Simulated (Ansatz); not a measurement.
**IrO: energy against volume**

Aim, for IrO: follow energy and moments against volume.

Program: Ansatz 0.2.0. Level of theory: DFT PBE, scalar-relativistic, plane waves, PAW. These are calculated values, not measurements.

### 1 Starting point

It takes space group Pm-3m (No. 221, cubic). The conventional cell has a = 2.810 Å, b = 2.810 Å, c = 2.810 Å, α = 90.00°, β = 90.00°, γ = 90.00°. Ir (site symmetry m-3m) has 8 O at 2.43 Å as nearest neighbours. O (site symmetry m-3m) has 8 Ir at 2.43 Å as nearest neighbours.

Structure file:

```
CELL_PARAMETERS angstrom
2.81025 0.00000 0.00000
0.00000 2.81025 0.00000
0.00000 0.00000 2.81025
ATOMIC_POSITIONS crystal
Ir 0.00000 0.00000 0.00000
O 0.50000 0.50000 0.50000
```

It is the result of an earlier relaxation at this level (volume 11.10 Å³/atom; gap on the mesh: none (metal)).

This is a hypothetical structure, made by putting the elements on a prototype's sites.

### 2 V/V0 = 1.06, start: large parallel starting moments

Input file input.yaml:

```yaml
crystal:
  lattice:
    - [2.8653648608, 0.0, 0.0]
    - [0.0, 2.8653648608, 0.0]
    - [0.0, 0.0, 2.8653648608]
  atoms:
    - { symbol: Ir, position: [0.0, 0.0, 0.0], spin: 2.5 }
    - { symbol: O, position: [0.5, 0.5, 0.5] }
basis:
  ecutwfc: 420
kpoints:
  mp_grid: { grid: [14, 14, 14] }
hamiltonian:
  xc: pbe
scf:
  occupations: { method: gaussian, width: 0.1 }
output:
  forces: true
  stress: true
  eigenvalues: true
  populations: true
magnetization:
  spin_polarized: true
```

Launch:

```
> ansatz run input.yaml --threads 1 --pin off --max-ram 2560MiB --backend cpu --events-out ev --progress --plain --runs-dir out
```

The log of the run, cut to the lines that bear on the results:

```text
Warning: RAYON_NUM_THREADS=1 ignored (pool sized by the plan → 1); use --threads N
[...]
Pseudopotentials: kind: paw
Pseudopotential: Ir, paw, valence charge 17, recommended cutoff 420 eV (normal), Ir.paw.azcp
Pseudopotential: O, paw, valence charge 6, recommended cutoff 420 eV (normal), O.paw.azcp
Functional definition: PBE
[...]
Crystal: 2 atoms, lattice volume = 23.526 Å³
Basis set: ecut = 420 eV, 461 PW (Γ), exchange–correlation on 40×40×40 points (8 copies of the dense FFT grid, shifted against one another)
Bands: 17, of which v1, the nominal top of the filled ones, is band 12 counted from 1 (11 counted from 0)
Symmetry: 48 space group operations
Space group: Pm-3m (ITA 221), of the structure as read, at distance tolerance 2.9e-5 Å
Magnetic group: BNS 221.92 (UNI 1594), of the structure as read, at distance tolerance 2.9e-5 Å
k-points: 120 of 2744
[...]
Starting moments: Σ|m| = 2.5 μB on 1 of 2 sites
[...]
SCF iter   1: F=—  HF=-12498.566966 eV  |F-HF|=—  |Δ(HF+E_count)|=         —  Δρ=1.21e-1 (↑7.58e-2 ↓1.21e-1)  dr2=4.99e0  dr2_m=1.19e0  M=0.517 μB ∫|m|=0.517 μB  β_m=0.30  ethr=3.10e-3  ⟨swp⟩=4.3  Hψ=17282  notcnv=0
[...]
SCF iter  12: F=-12498.135515 eV  HF=-12498.135515 eV  |F-HF|=6.00e-11  |Δ(HF+E_count)|=  1.09e-11  Δρ=2.44e-7 (↑2.28e-7 ↓2.44e-7)  dr2=6.75e-11  dr2_m=2.60e-13  M=0.000 μB ∫|m|=0.000 μB  ethr=1.00e-12  ⟨swp⟩=4.0  Hψ=12467  notcnv=0
[...]
WARN: the starting moments were not kept: the SCF closed with an absolute magnetisation of 1.4e-6 μB, where they sum to 2.5 μB in size (1 site). That is at most 0.1 of that sum. Measured as dr2_m measures the in/out step, that magnetisation stands 7.8e-13 eV from none, at or under the [...]
SCF converged after 12 iterations
Magnetization: 0.0000 μB (11.5000 up, 11.5000 down)
Absolute magnetization: 0.0000 μB (∫|ρ↑−ρ↓|, with the PAW one-centre terms)
Spin contamination: 0.0000 ħ² per cell (⟨S²⟩ above its minimum at these occupations)
Per-site moments (μB) at R_I (Å): [(1.063389199323659e-6, 1.0236099887326755), (2.0190013180353214e-7, 1.0236099887326755)]
Free energy (F): -12498.135515 eV
[...]
E sigma→0 (E₀):  -12498.128536 eV
Entropy (-TS):   -0.013958 eV (-6.979 meV/atom)
Fermi energy:    17.479385 eV
[...]
--- Forces (eV/Å), atoms counted from 1 ---
  atom   1  Ir    -0.00000000     0.00000000    -0.00000000
  atom   2  O      0.00000000    -0.00000000     0.00000000
[...]
--- Stress (GPa, compression-positive) ---
      -12.717506      -0.000000       0.000000
       -0.000000     -12.717506       0.000000
        0.000000       0.000000     -12.717506
  P = ⅓ Tr σ = -12.7175 GPa (-127.175 kbar)
--- Band table (eV; the first three rows and the last of 240) ---
  k-point 0 ↑: bands = ["-74.6758", "-31.4522", "-31.4522", "-31.4522", "-2.4515", "12.7740", "12.7740", "13.9747", "13.9747", "13.9747", "15.0185", "17.2698", "17.2698", "17.2698", "34.6062", "34.6062", "34.6507"]
[...]
--- Löwdin populations: 2 sites ---
  site symbol       q [e]    m [muB]
     0     Ir     16.2508     0.0000
     1      O      6.6361     0.0000
  spilling = 0.004914 (of n_electrons = 23.000000)
```

Wall time 6.6 s (1 thread of AMD EPYC 7R43 (Zen 3), shared host); peak memory 0.4 GiB.

This run gives -6249.0643 eV/atom at zero smearing, pressure -12.72 GPa and no gap on the mesh. The moments have vanished. The log warns that the starting moments were lost.

### 3 V/V0 = 1.12, start: large parallel starting moments

Changes to input.yaml since step 2:

```diff
@@ -2,5 +2,5 @@
   lattice:
-    - [2.8653648608, 0.0, 0.0]
-    - [0.0, 2.8653648608, 0.0]
-    - [0.0, 0.0, 2.8653648608]
+    - [2.9184391981, 0.0, 0.0]
+    - [0.0, 2.9184391981, 0.0]
+    - [0.0, 0.0, 2.9184391981]
   atoms:
```

Launch:

```
> ansatz run input.yaml --threads 1 --pin off --max-ram 2560MiB --backend cpu --events-out ev --progress --plain --runs-dir out
```

The log of the run, cut to the lines that bear on the results:

```text
Warning: RAYON_NUM_THREADS=1 ignored (pool sized by the plan → 1); use --threads N
[...]
Pseudopotentials: kind: paw
Pseudopotential: Ir, paw, valence charge 17, recommended cutoff 420 eV (normal), Ir.paw.azcp
Pseudopotential: O, paw, valence charge 6, recommended cutoff 420 eV (normal), O.paw.azcp
Functional definition: PBE
[...]
Crystal: 2 atoms, lattice volume = 24.857 Å³
Basis set: ecut = 420 eV, 461 PW (Γ), exchange–correlation on 40×40×40 points (8 copies of the dense FFT grid, shifted against one another)
Bands: 17, of which v1, the nominal top of the filled ones, is band 12 counted from 1 (11 counted from 0)
Symmetry: 48 space group operations
Space group: Pm-3m (ITA 221), of the structure as read, at distance tolerance 2.9e-5 Å
Magnetic group: BNS 221.92 (UNI 1594), of the structure as read, at distance tolerance 2.9e-5 Å
k-points: 120 of 2744
[...]
Starting moments: Σ|m| = 2.5 μB on 1 of 2 sites
[...]
WARN: the starting moments were not kept: the SCF closed with an absolute magnetisation of 1.0e-6 μB, where they sum to 2.5 μB in size (1 site). That is at most 0.1 of that sum. Measured as dr2_m measures the in/out step, that magnetisation stands 3.9e-13 eV from none, at or under the [...]
Spin contamination: 0.0000 ħ² per cell (⟨S²⟩ above its minimum at these occupations)
Per-site moments (μB) at R_I (Å): [(-8.517959707831618e-7, 1.0425700250438905), (-6.019072228187955e-8, 1.0425700250438905)]
Free energy (F): -12497.990761 eV
[...]
E sigma→0 (E₀):  -12497.983231 eV
Entropy (-TS):   -0.015061 eV (-7.531 meV/atom)
Fermi energy:    16.121958 eV
[...]
--- Forces (eV/Å), atoms counted from 1 ---
  atom   1  Ir    -0.00000000     0.00000000     0.00000000
  atom   2  O      0.00000000    -0.00000000     0.00000000
[...]
--- Stress (GPa, compression-positive) ---
      -21.587803      -0.000000       0.000000
       -0.000000     -21.587803       0.000000
        0.000000      -0.000000     -21.587803
  P = ⅓ Tr σ = -21.5878 GPa (-215.878 kbar)
--- Band table (eV; the first three rows and the last of 240) ---
  k-point 0 ↑: bands = ["-75.9274", "-32.7097", "-32.7097", "-32.7097", "-3.3005", "11.8148", "11.8148", "12.9080", "12.9080", "12.9080", "13.6051", "15.9195", "15.9195", "15.9195", "32.7134", "32.7134", "32.7134"]
[...]
--- Löwdin populations: 2 sites ---
  site symbol       q [e]    m [muB]
     0     Ir     16.2585    -0.0000
     1      O      6.6305    -0.0000
  spilling = 0.004824 (of n_electrons = 23.000000)
```

Wall time 6.8 s (1 thread of AMD EPYC 7R43 (Zen 3), shared host); peak memory 0.4 GiB.

Read-out: -6248.9916 eV/atom at zero smearing, pressure -21.59 GPa and no gap on the mesh. The moments have vanished. The log warns that the starting moments were lost.

### 4 V/V0 = 1.2, start: large parallel starting moments

Changes to input.yaml since step 3:

```diff
@@ -2,5 +2,5 @@
   lattice:
-    - [2.9184391981, 0.0, 0.0]
-    - [0.0, 2.9184391981, 0.0]
-    - [0.0, 0.0, 2.9184391981]
+    - [2.9863340831, 0.0, 0.0]
+    - [0.0, 2.9863340831, 0.0]
+    - [0.0, 0.0, 2.9863340831]
   atoms:
```

Launch:

```
> ansatz run input.yaml --threads 1 --pin off --max-ram 2560MiB --backend cpu --events-out ev --progress --plain --runs-dir out
```

The log of the run, cut to the lines that bear on the results:

```text
Warning: RAYON_NUM_THREADS=1 ignored (pool sized by the plan → 1); use --threads N
[...]
Pseudopotentials: kind: paw
Pseudopotential: Ir, paw, valence charge 17, recommended cutoff 420 eV (normal), Ir.paw.azcp
Pseudopotential: O, paw, valence charge 6, recommended cutoff 420 eV (normal), O.paw.azcp
Functional definition: PBE
[...]
Crystal: 2 atoms, lattice volume = 26.633 Å³
Basis set: ecut = 420 eV, 485 PW (Γ), exchange–correlation on 40×40×40 points (8 copies of the dense FFT grid, shifted against one another)
Bands: 17, of which v1, the nominal top of the filled ones, is band 12 counted from 1 (11 counted from 0)
Symmetry: 48 space group operations
Space group: Pm-3m (ITA 221), of the structure as read, at distance tolerance 3.0e-5 Å
Magnetic group: BNS 221.92 (UNI 1594), of the structure as read, at distance tolerance 3.0e-5 Å
k-points: 120 of 2744
[...]
Starting moments: Σ|m| = 2.5 μB on 1 of 2 sites
[...]
WARN: the starting moments were not kept: the SCF closed with an absolute magnetisation of 3.1e-6 μB, where they sum to 2.5 μB in size (1 site). That is at most 0.1 of that sum. Measured as dr2_m measures the in/out step, that magnetisation stands 3.4e-12 eV from none, at or under the [...]
Spin contamination: 0.0000 ħ² per cell (⟨S²⟩ above its minimum at these occupations)
Per-site moments (μB) at R_I (Å): [(2.364022312867766e-6, 1.0668244868126624), (6.048077980987938e-7, 1.0668244868126624)]
Free energy (F): -12497.705400 eV
[...]
E sigma→0 (E₀):  -12497.697178 eV
Entropy (-TS):   -0.016443 eV (-8.221 meV/atom)
Fermi energy:    14.521759 eV
[...]
--- Forces (eV/Å), atoms counted from 1 ---
  atom   1  Ir     0.00000000    -0.00000000     0.00000000
  atom   2  O      0.00000000    -0.00000000    -0.00000000
[...]
--- Stress (GPa, compression-positive) ---
      -29.239420       0.000000       0.000000
       -0.000000     -29.239420       0.000000
        0.000000      -0.000000     -29.239420
  P = ⅓ Tr σ = -29.2394 GPa (-292.394 kbar)
--- Band table (eV; the first three rows and the last of 240) ---
  k-point 0 ↑: bands = ["-77.4021", "-34.1914", "-34.1914", "-34.1914", "-4.3209", "10.6714", "10.6714", "11.6465", "11.6465", "11.6465", "11.9736", "14.3274", "14.3274", "14.3274", "30.4193", "30.4193", "30.4193"]
[...]
--- Löwdin populations: 2 sites ---
  site symbol       q [e]    m [muB]
     0     Ir     16.2690     0.0000
     1      O      6.6227     0.0000
  spilling = 0.004709 (of n_electrons = 23.000000)
```

It took 11 s on 1 thread of AMD EPYC 7R43 (Zen 3), shared host; peak memory 0.41 GiB.

This run gives -6248.8486 eV/atom at zero smearing, pressure -29.24 GPa and no gap on the mesh. The moments have vanished. The log warns that the starting moments were lost.

### 5 V/V0 = 1.3, start: large parallel starting moments

Changes to input.yaml since step 4:

```diff
@@ -2,5 +2,5 @@
   lattice:
-    - [2.9863340831, 0.0, 0.0]
-    - [0.0, 2.9863340831, 0.0]
-    - [0.0, 0.0, 2.9863340831]
+    - [3.0670846302, 0.0, 0.0]
+    - [0.0, 3.0670846302, 0.0]
+    - [0.0, 0.0, 3.0670846302]
   atoms:
@@ -21,2 +21,6 @@
   populations: true
+  write_density: true
+  write_potential: true
+  elf: true
+  volumetric_format: npy
 magnetization:
```

Launch:

```
> ansatz run input.yaml --threads 1 --pin off --max-ram 2560MiB --backend cpu --events-out ev --progress --plain --runs-dir out
```

The log of the run, cut to the lines that bear on the results:

```text
Warning: RAYON_NUM_THREADS=1 ignored (pool sized by the plan → 1); use --threads N
[...]
Pseudopotentials: kind: paw
Pseudopotential: Ir, paw, valence charge 17, recommended cutoff 420 eV (normal), Ir.paw.azcp
Pseudopotential: O, paw, valence charge 6, recommended cutoff 420 eV (normal), O.paw.azcp
Functional definition: PBE
[...]
Crystal: 2 atoms, lattice volume = 28.852 Å³
Basis set: ecut = 420 eV, 587 PW (Γ), exchange–correlation on 48×48×48 points (8 copies of the dense FFT grid, shifted against one another)
Bands: 17, of which v1, the nominal top of the filled ones, is band 12 counted from 1 (11 counted from 0)
Symmetry: 48 space group operations
Space group: Pm-3m (ITA 221), of the structure as read, at distance tolerance 3.1e-5 Å
Magnetic group: BNS 221.92 (UNI 1594), of the structure as read, at distance tolerance 3.1e-5 Å
k-points: 120 of 2744
[...]
Starting moments: Σ|m| = 2.5 μB on 1 of 2 sites
[...]
WARN: the starting moments were not kept: the SCF closed with an absolute magnetisation of 1.4e-5 μB, where they sum to 2.5 μB in size (1 site). That is at most 0.1 of that sum. Measured as dr2_m measures the in/out step, that magnetisation stands 6.7e-11 eV from none, at or under the [...]
Spin contamination: 0.0000 ħ² per cell (⟨S²⟩ above its minimum at these occupations)
Per-site moments (μB) at R_I (Å): [(-1.0881277381377348e-5, 1.0956714471903755), (-2.5244536759005395e-6, 1.0956714471903755)]
Free energy (F): -12497.260396 eV
[...]
E sigma→0 (E₀):  -12497.251287 eV
Entropy (-TS):   -0.018219 eV (-9.109 meV/atom)
Fermi energy:    12.799548 eV
[...]
--- Forces (eV/Å), atoms counted from 1 ---
  atom   1  Ir    -0.00000000    -0.00000000    -0.00000000
  atom   2  O      0.00000000     0.00000000     0.00000000
[...]
--- Stress (GPa, compression-positive) ---
      -34.364402       0.000000       0.000000
       -0.000000     -34.364402      -0.000000
        0.000000       0.000000     -34.364402
  P = ⅓ Tr σ = -34.3644 GPa (-343.644 kbar)
--- Band table (eV; the first three rows and the last of 240) ---
  k-point 0 ↑: bands = ["-78.9860", "-35.7835", "-35.7835", "-35.7835", "-5.4470", "9.4246", "9.4246", "10.2617", "10.2798", "10.2798", "10.2798", "12.6136", "12.6136", "12.6136", "27.9332", "27.9332", "27.9332"]
[...]
--- Löwdin populations: 2 sites ---
  site symbol       q [e]    m [muB]
     0     Ir     16.2820    -0.0000
     1      O      6.6128    -0.0000
  spilling = 0.004571 (of n_electrons = 23.000000)
```

Wall time 45 s (1 thread of AMD EPYC 7R43 (Zen 3), shared host); peak memory 0.61 GiB.

Site by site:

```
atom  Löwdin electrons
 Ir1             16.28
  O2              6.61
```

Density in a lattice plane of the grid's cell (edges 3.07 and 3.07 Å, at 0.000 of the third edge), which holds Ir.

Ten even steps from '0' (0.08 e/Å³) to '9' (8.97 e/Å³):
```
999864210000000001246899
998753110000000001135789
776532100000000000123567
544321000000000000012344
222110000000000000001122
111000000000000000000011
000000000000000000000000
000000000000000000000000
000000000000000000000000
000000000000000000000000
000000000000000000000000
000000000000000000000000
000000000000000000000000
111000000000000000000011
222110000000000000001122
544321000000000000012344
776532100000000000123567
998753110000000001135789
999864210000000001246899
999864210000000001246899
```
Columns run along the first of these edges and rows up along the second, over one cell in 24 and 20 even steps from the bottom left corner. Atoms in the plane (fractional): Ir at (0.00, 0.00).

ELF in the same plane.

Values, 12 rows by 12 columns:
```
0.50 0.60 0.65 0.51 0.31 0.25 0.25 0.25 0.31 0.51 0.65 0.60
0.66 0.65 0.58 0.39 0.25 0.20 0.19 0.20 0.25 0.39 0.58 0.65
0.55 0.51 0.39 0.25 0.18 0.14 0.13 0.14 0.18 0.25 0.39 0.51
0.34 0.31 0.25 0.18 0.13 0.09 0.08 0.09 0.13 0.18 0.25 0.31
0.28 0.25 0.20 0.14 0.09 0.06 0.05 0.06 0.09 0.14 0.20 0.25
0.28 0.25 0.19 0.13 0.08 0.05 0.04 0.05 0.08 0.13 0.19 0.25
0.28 0.25 0.20 0.14 0.09 0.06 0.05 0.06 0.09 0.14 0.20 0.25
0.34 0.31 0.25 0.18 0.13 0.09 0.08 0.09 0.13 0.18 0.25 0.31
0.55 0.51 0.39 0.25 0.18 0.14 0.13 0.14 0.18 0.25 0.39 0.51
0.66 0.65 0.58 0.39 0.25 0.20 0.19 0.20 0.25 0.39 0.58 0.65
0.50 0.60 0.65 0.51 0.31 0.25 0.25 0.25 0.31 0.51 0.65 0.60
0.28 0.50 0.66 0.55 0.34 0.28 0.28 0.28 0.34 0.55 0.66 0.50
```
Columns run along the first of these edges and rows up along the second, over one cell in 12 and 12 even steps from the bottom left corner. Atoms in the plane (fractional): Ir at (0.00, 0.00).

Both are smooth fields of the valence electrons: close to the nuclei they are not physical.

Outside the cores ELF peaks at 0.82 in the shell around O, 0.6 Å from O.

Read-out: -6248.6256 eV/atom at zero smearing, pressure -34.36 GPa and no gap on the mesh. The moments have vanished. The log warns that the starting moments were lost.

### 6 Summary: the volume

The cell is scaled evenly at fixed fractional positions; V0 is the volume of the base cell. Start: large parallel starting moments.

```
V/V0  energy above the lowest (meV/atom)  pressure (GPa)
1.06                                0.00           -12.7
1.12                                72.7           -21.6
1.20                                 216           -29.2
1.30                                 439           -34.4
```

### 7 Results

| quantity | value |
| --- | --- |
| lowest point, start “large parallel starting moments” | V/V0 = 1.06 |

In words: For the start “large parallel starting moments” the lowest point lies at V/V0 = 1.06, the smallest volume tried; all points are expanded cells, and the minimum lies below them. From this start no run keeps a moment; that shows where this start leads, and other orders were not tried at these volumes. The runs treat Ir without spin-orbit coupling.
